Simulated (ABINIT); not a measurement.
# GaGe (F-43m) in ABINIT: a series of runs

Aim: see how the results for GaGe move with the level of theory and the settings. Levels: PBEsol, PBE. Tasks: single point.

All numbers are computed with ABINIT 10.8.3 (patched build); they aren't measurements. Logs are shortened: lines on timing, memory, paths and dates and some standing lists are left out, and cuts for length are marked. The log counts tension as positive stress, the text compression.

## (1) The structure

The structure is cubic, space group F-43m (No. 216). The conventional cell has a = 5.796 Å, b = 5.796 Å, c = 5.796 Å, α = 90.00°, β = 90.00°, γ = 90.00°. Ge (site symmetry -43m) has 4 Ga at 2.51 Å as nearest neighbours. Around Ga (site symmetry -43m) lie 4 Ge at 2.51 Å.

The cell comes from a database or a generator and needn't be the stable form of this composition.

## (2) Single point, PBEsol

File run.abi:

```
# Pseudopotentials
pp_dirpath "./"
pseudos "Ge.upf, Ga.upf"

# Structure
acell 4.0981702864 4.0981702864 4.0981702864 Angstrom
rprim
     0.0000000000     0.7071067812     0.7071067812
     0.7071067812     0.0000000000     0.7071067812
     0.7071067812     0.7071067812     0.0000000000
ntypat 2
znucl 32 31
natom 2
typat 1 2
xcart
     0.0000000000     0.0000000000     0.0000000000
     2.7380657559     2.7380657559     2.7380657559

# Plane-wave basis
ecut 36.0

# k points
kptopt 1
ngkpt 6 6 6
nshiftk 1
shiftk 0.0 0.0 0.0

# Exchange and correlation
ixc -116133

# Bands and occupations
nband 18
occopt 3
tsmear 0.05 eV

# SCF cycle
nstep 100
tolvrs 1.0e-10

# Output
iomode 3
prtwf 0
prtden 0
prteig 0
prtebands 0
prtvol 2
```

Potentials or basis: PseudoDojo NC SR PBEsol v0.4.1 standard.

Started as:

```console
$ mpirun --bind-to none -np 4 abinit run.abi > log 2>&1
```

run.abo:

```text
.Version 10.8.3 of ABINIT
 Symmetries : space group F-4 3 m (#216); Bravais cF (face-center cubic)
================================================================================
 Values of the parameters that define the memory need of the present run
     intxc =       0    ionmov =       0      iscf =       7    lmnmax =       6
     lnmax =       6     mgfft =      45  mpssoang =       3    mqgrid =    3001
     natom =       2  nloc_mem =       1    nspden =       1   nspinor =       1
    nsppol =       1      nsym =      24    n1xccc =    2501    ntypat =       2
    occopt =       3   xclevel =       2
       mpw =        3407          nfft =       91125          nkpt =          16
================================================================================
================================================================================

--------------------------------------------------------------------------------
------------- Echo of variables that govern the present computation ------------
--------------------------------------------------------------------------------
 -outvars: echo values of preprocessed input variables --------
            acell      7.7444194586E+00  7.7444194586E+00  7.7444194586E+00 Bohr
              amu      7.26100000E+01  6.97230000E+01
             ecut      3.60000000E+01 Hartree
              ixc     -116133
         kptrlatt        6    0    0      0    6    0      0    0    6
          kptrlen      4.64665168E+01
            natom           2
            nband          18
            ngfft          45      45      45
             nkpt          16
            nstep         100
             nsym          24
           ntypat           2
           occopt           3
           prtden           0
        prtebands           0
           prteig           0
           prtvol           2
            prtwf           0
            rprim      0.0000000000E+00  7.0710678120E-01  7.0710678120E-01
                       7.0710678120E-01  0.0000000000E+00  7.0710678120E-01
                       7.0710678120E-01  7.0710678120E-01  0.0000000000E+00
          spgroup         216
           tolvrs      1.00000000E-10
           tsmear      1.83746611E-03 Hartree
            typat      1  2
           xangst      0.0000000000E+00  0.0000000000E+00  0.0000000000E+00
                       1.4489220000E+00  1.4489220000E+00  1.4489220000E+00
            xcart      0.0000000000E+00  0.0000000000E+00  0.0000000000E+00
                       2.7380657578E+00  2.7380657578E+00  2.7380657578E+00
             xred      0.0000000000E+00  0.0000000000E+00  0.0000000000E+00
                       2.5000000000E-01  2.5000000000E-01  2.5000000000E-01
            znucl       32.00000   31.00000

================================================================================

 chkinp: Checking input parameters for consistency.

================================================================================
== DATASET  1 ==================================================================

--- !DatasetInfo
iteration_state: {dtset: 1, }
dimensions: {natom: 2, nkpt: 16, mband: 18, nsppol: 1, nspinor: 1, nspden: 1, mpw: 3407, }
cutoff_energies: {ecut:  36.0, pawecutdg:  -1.0, }
electrons: {nelect:   2.70000000E+01, charge:   0.00000000E+00, occopt:   3.00000000E+00, tsmear:   1.83746611E-03, }
meta: {optdriver: 0, ionmov: 0, optcell: 0, iscf: 7, paral_kgb: 0, }
...

 Real(R)+Recip(G) space primitive vectors, cartesian coordinates (Bohr,Bohr^-1):
 R(1)=  0.0000000  5.4761315  5.4761315  G(1)= -0.0913053  0.0913053  0.0913053
 R(2)=  5.4761315  0.0000000  5.4761315  G(2)=  0.0913053 -0.0913053  0.0913053
 R(3)=  5.4761315  5.4761315  0.0000000  G(3)=  0.0913053  0.0913053 -0.0913053
 Unit cell volume ucvol=  3.2843664E+02 bohr^3
 Angles (23,13,12)=  6.00000000E+01  6.00000000E+01  6.00000000E+01 degrees

 getcut: wavevector=  0.0000  0.0000  0.0000  ngfft=  45  45  45
         ecut(hartree)=     36.000   => boxcut(ratio)=   2.10352

--- Pseudopotential description ------------------------------------------------
- pspini: atom type   1  psp file is ./Ge.upf
12 -116133 2 -1 1560                          pspcod,pspxc,lmax,lloc,mmax
     nproj     2     2     2

- pspini: atom type   2  psp file is ./Ga.upf
12 -116133 2 -1 1902                          pspcod,pspxc,lmax,lloc,mmax
     nproj     2     2     2

   1.49518448E+03                                ecore*ucvol(ha*bohr**3)
--------------------------------------------------------------------------------

================================================================================

--- !BeginCycle
iteration_state: {dtset: 1, }
solver: {iscf: 7, nstep: 100, nline: 4, wfoptalg: 0, }
tolerances: {tolvrs: 1.00E-10, }
...

     iter   Etot(hartree)      deltaE(h)  residm     vres2
 ETOT  1  -162.75841176183    -1.628E+02 6.932E-01 1.339E+03
 ETOT  2  -165.29212116881    -2.534E+00 7.728E-02 1.725E+03
 ETOT  3  -165.49491297941    -2.028E-01 1.706E-02 3.336E+02
 ETOT  4  -165.52072486069    -2.581E-02 5.147E-03 1.392E+02
 ETOT  5  -165.53398322685    -1.326E-02 1.091E-03 3.812E+01
[... 47 lines left out ...]
    1        2.00000         11.53443976
    2        2.00000         10.80807625
================================================================================

 ----iterations are completed or convergence reached----

 Mean square residual over all n,k,spin=   19.067E-10; max=  29.964E-08
   0.0000  0.0000  0.0000    1  5.89618E-16 kpt; spin; max resid(k); each band:
  4.41E-18 4.41E-18 4.41E-18 1.35E-18 1.33E-18 5.89E-16 5.90E-16 5.89E-16
  1.27E-16 1.35E-16 2.58E-17 4.59E-16 4.59E-16 4.58E-16 5.69E-17 1.71E-16
  1.75E-16 1.76E-16
   0.1667  0.0000  0.0000    1  7.80967E-16 kpt; spin; max resid(k); each band:
  3.70E-18 4.29E-18 4.29E-18 1.50E-18 1.51E-18 5.92E-16 5.59E-16 5.58E-16
  1.43E-16 1.37E-16 1.36E-16 3.51E-16 3.64E-16 3.63E-16 2.56E-16 3.10E-16
  3.10E-16 7.81E-16
   0.3333  0.0000  0.0000    1  1.72718E-08 kpt; spin; max resid(k); each band:
  2.53E-18 4.07E-18 4.07E-18 2.76E-18 2.75E-18 6.77E-16 5.10E-16 5.14E-16
  1.85E-16 1.85E-16 2.81E-16 3.16E-16 2.31E-16 2.48E-16 3.83E-16 4.48E-16
  4.49E-16 1.73E-08
   0.5000  0.0000  0.0000    1  9.44109E-16 kpt; spin; max resid(k); each band:
  2.53E-18 4.14E-18 4.14E-18 3.30E-18 3.29E-18 7.12E-16 5.12E-16 5.13E-16
  1.76E-16 1.67E-16 3.94E-16 3.07E-16 2.01E-16 1.85E-16 3.93E-16 4.58E-16
  4.57E-16 9.44E-16
   0.1667  0.1667  0.0000    1  3.56667E-14 kpt; spin; max resid(k); each band:
[... 32 lines left out ...]
  2.88E-18 3.41E-18 3.41E-18 5.34E-18 3.23E-19 8.17E-16 2.91E-16 2.88E-16
  4.25E-16 8.53E-17 4.53E-16 1.47E-16 5.47E-17 5.96E-17 4.79E-16 4.35E-16
  2.76E-14 7.06E-11
   0.5000  0.3333  0.1667    1  4.24848E-12 kpt; spin; max resid(k); each band:
  2.89E-18 4.19E-18 4.52E-18 4.83E-18 1.56E-18 6.57E-16 5.03E-16 4.29E-16
  3.36E-16 1.44E-16 3.55E-16 2.99E-16 1.82E-16 2.13E-16 5.67E-16 3.59E-16
  5.91E-16 4.25E-12
  -0.3333  0.3333  0.1667    1  4.53192E-11 kpt; spin; max resid(k); each band:
  1.64E-18 5.93E-18 3.01E-18 5.12E-18 2.43E-18 6.69E-16 5.64E-16 2.40E-16
  3.45E-16 1.99E-16 4.41E-16 2.24E-16 1.98E-16 1.83E-16 5.19E-16 6.26E-16
  7.10E-13 4.53E-11
  -0.3333  0.5000  0.1667    1  7.27167E-16 kpt; spin; max resid(k); each band:
  2.86E-18 5.01E-18 3.10E-18 5.38E-18 2.43E-18 7.27E-16 5.24E-16 2.05E-16
  3.46E-16 2.02E-16 4.84E-16 1.68E-16 1.69E-16 1.48E-16 6.00E-16 3.47E-16
  5.39E-16 3.38E-16
 reduced coordinates (array xred) for    2 atoms
       0.000000000000      0.000000000000      0.000000000000
       0.250000000000      0.250000000000      0.250000000000
 rms dE/dt=  7.8503E-28; max dE/dt=  1.0771E-27; dE/dt below (all hartree)
    1       0.000000000000      0.000000000000     -0.000000000000
    2      -0.000000000000     -0.000000000000      0.000000000000

 cartesian coordinates (angstrom) at end:
    1      0.00000000000000     0.00000000000000     0.00000000000000
    2      1.44892200001289     1.44892200001289     1.44892200001289

 cartesian forces (hartree/bohr) at end:
    1      0.00000000000000     0.00000000000000    -0.00000000000000
    2     -0.00000000000000    -0.00000000000000     0.00000000000000
 frms,max,avg= 1.1769310E-28 1.8438965E-28   0.000E+00  0.000E+00  0.000E+00 h/b

 cartesian forces (eV/Angstrom) at end:
    1      0.00000000000000     0.00000000000000    -0.00000000000000
    2     -0.00000000000000    -0.00000000000000     0.00000000000000
 frms,max,avg= 6.0520224E-27 9.4816969E-27   0.000E+00  0.000E+00  0.000E+00 e/A
 length scales=  7.744419458629  7.744419458629  7.744419458629 bohr
              =  4.098170286400  4.098170286400  4.098170286400 angstroms
 Fermi (or HOMO) energy (hartree) =   0.08869   Average Vxc (hartree)=  -0.36089
 Eigenvalues (hartree) for nkpt=  16  k points:
 kpt#   1, nband= 18, wtk=  0.00463, kpt=  0.0000  0.0000  0.0000 (reduced coord)
  -0.78827   -0.78827   -0.78827   -0.78753   -0.78753   -0.43357   -0.43357   -0.43357
  -0.43131   -0.43131   -0.29503    0.15475    0.15475    0.15475    0.16697    0.25250
   0.25250    0.25250
      occupation numbers for kpt#   1
   2.00000    2.00000    2.00000    2.00000    2.00000    2.00000    2.00000    2.00000
   2.00000    2.00000    2.00000    0.00000    0.00000    0.00000    0.00000    0.00000
   0.00000    0.00000
 kpt#   2, nband= 18, wtk=  0.03704, kpt=  0.1667  0.0000  0.0000 (reduced coord)
  -0.78827   -0.78825   -0.78825   -0.78753   -0.78753   -0.43383   -0.43341   -0.43341
  -0.43133   -0.43133   -0.28317    0.04903    0.13728    0.13728    0.19469    0.27563
   0.27563    0.30263
      occupation numbers for kpt#   2
   2.00000    2.00000    2.00000    2.00000    2.00000    2.00000    2.00000    2.00000
   2.00000    2.00000    2.00000    2.00000    0.00000    0.00000    0.00000    0.00000
   0.00000    0.00000
 kpt#   3, nband= 18, wtk=  0.03704, kpt=  0.3333  0.0000  0.0000 (reduced coord)
[... 96 lines left out ...]
  -0.78826   -0.78820   -0.78810   -0.78754   -0.78747   -0.43486   -0.43280   -0.43250
  -0.43154   -0.43127   -0.19629   -0.10451    0.00684    0.05275    0.26274    0.27923
   0.35898    0.38058
      occupation numbers for kpt#  15
   2.00000    2.00000    2.00000    2.00000    2.00000    2.00000    2.00000    2.00000
   2.00000    2.00000    2.00000    2.00000    2.00000    2.00000    0.00000    0.00000
   0.00000    0.00000
 kpt#  16, nband= 18, wtk=  0.05556, kpt= -0.3333  0.5000  0.1667 (reduced coord)
  -0.78832   -0.78815   -0.78807   -0.78757   -0.78744   -0.43510   -0.43257   -0.43233
  -0.43173   -0.43119   -0.18171   -0.11712    0.01994    0.02300    0.24539    0.25022
   0.38432    0.38967
      occupation numbers for kpt#  16
   2.00000    2.00000    2.00000    2.00000    2.00000    2.00000    2.00000    2.00000
   2.00000    2.00000    2.00000    2.00000    2.00000    2.00000    0.00000    0.00000
   0.00000    0.00000
 Total charge density [el/Bohr^3]
)     Maximum=    2.0276E+00  at reduced coord.    0.9556    0.9556    0.9778
)Next maximum=    2.0276E+00  at reduced coord.    0.1111    0.9556    0.9778
)     Minimum=    1.0949E-04  at reduced coord.    0.0000    0.0000    0.0000
)Next minimum=    2.6656E-03  at reduced coord.    0.5111    0.4889    0.4889
   Integrated=    2.7000E+01

--- !EnergyTerms
iteration_state     : {dtset: 1, }
comment             : Components of total free energy in Hartree
kinetic             :  1.29462244180470E+02
hartree             :  5.33065001233321E+01
xc                  : -4.22454391597441E+01
Ewald energy        : -8.97248059384436E+01
psp_core            :  4.55242895518666E+00
local_psp           : -1.35728619270508E+02
non_local_psp       : -8.51607889294238E+01
internal            : -1.65538480039131E+02
'-kT*entropy'       : -5.02953132852293E-04
total_energy        : -1.65538982992264E+02
total_energy_eV     : -4.50454520496937E+03
band_energy         : -1.26508318268431E+01
...

 Cartesian components of stress tensor (hartree/bohr^3)
  sigma(1 1)=  1.23223500E-04  sigma(3 2)=  0.00000000E+00
  sigma(2 2)=  1.23223500E-04  sigma(3 1)=  0.00000000E+00
  sigma(3 3)=  1.23223500E-04  sigma(2 1)=  0.00000000E+00

-Cartesian components of stress tensor (GPa)         [Pressure= -3.6254E+00 GPa]
- sigma(1 1)=  3.62536054E+00  sigma(3 2)=  0.00000000E+00
- sigma(2 2)=  3.62536054E+00  sigma(3 1)=  0.00000000E+00
- sigma(3 3)=  3.62536054E+00  sigma(2 1)=  0.00000000E+00

== END DATASET(S) ==============================================================
================================================================================

 -outvars: echo values of variables after computation  --------
            acell      7.7444194586E+00  7.7444194586E+00  7.7444194586E+00 Bohr
           etotal     -1.6553898299E+02
            fcart      6.1463215763E-29  6.1463215763E-29 -1.8438964729E-28
                      -6.1463215763E-29 -6.1463215763E-29  1.8438964729E-28
            rprim      0.0000000000E+00  7.0710678120E-01  7.0710678120E-01
                       7.0710678120E-01  0.0000000000E+00  7.0710678120E-01
                       7.0710678120E-01  7.0710678120E-01  0.0000000000E+00
           strten      1.2322350033E-04  1.2322350033E-04  1.2322350033E-04
                       0.0000000000E+00  0.0000000000E+00  0.0000000000E+00
           xangst      0.0000000000E+00  0.0000000000E+00  0.0000000000E+00
                       1.4489220000E+00  1.4489220000E+00  1.4489220000E+00
             xred      0.0000000000E+00  0.0000000000E+00  0.0000000000E+00
                       2.5000000000E-01  2.5000000000E-01  2.5000000000E-01
 Calculation completed.
```

It took 13 s on 4 MPI ranks of Arm Neoverse V2, shared host; peak memory 0.32 GiB.

What came out:

```
Free energy                                           : -4504.5452 eV
Pressure                                              : -3.6 GPa
Band gap on the k mesh                                : none (metal or under the smearing width)
Valence electrons inside the program's atomic spheres : Ge 11.53; Ga 10.81
```

(Part 1 of 2 ends here.)
